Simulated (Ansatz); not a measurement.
Ge3Pd under changes of volume

One of the cells (17.766 Å³/atom); the others are scaled copies at fixed shape and fractional positions:

```xyz
4
Lattice="4.1420 0.0000 0.0000 0.0000 4.1420 0.0000 0.0000 0.0000 4.1420" Properties=species:S:1:pos:R:3 pbc="T T T"
Pd    0.0000    0.0000    0.0000
Ge    2.0710    2.0710    0.0000
Ge    2.0710    0.0000    2.0710
Ge    0.0000    2.0710    2.0710
```

The cell comes from a database or a generator and needn't be the stable form of this composition.

```yaml
Program: Ansatz 0.2.0
Functional: r2SCAN
Potentials_or_basis: Ansatz PAW
Cutoff: "500 eV (not typed: the program's choice for these potentials)"
k_mesh: 7 × 7 × 7
Occupations: fermi-dirac, width 0.05 eV
Spin: no spin polarisation
```

| volume (Å³/atom) | energy over the lowest point (meV/atom) | pressure (GPa) |
| --- | --- | --- |
| 16.700 | ? | ? |
| 17.055 | 0.00 | 1.0 |
| 17.410 | 0.13 | -1.0 |
| 17.766 | 4.57 | -2.8 |
| 18.121 | 12.74 | -4.4 |
| 18.476 | 24.13 | -5.7 |
| 18.831 | 38.33 | -6.9 |

Question: What does the run at 16.700 Å³/atom give?

Answer: Energy over the lowest point 4.70 meV/atom; pressure 3.3 GPa.

Worked out: A Birch-Murnaghan fit of order 3 (a polynomial in V^(-2/3)) to the other rows has its minimum at 17.22 Å³/atom with B0 = V·E''(V) = 101 GPa and B' = 5.8. It gives 4.81 meV/atom at 16.700 Å³/atom, against the run's 4.70, and -dE/dV = 3.4 GPa, against 3.3.

Energies are extrapolated to zero smearing.

Caveats: the PAW data sets come from PBE, with cores solved anew for the run's functional, which leaves a small shift of forces and pressure.
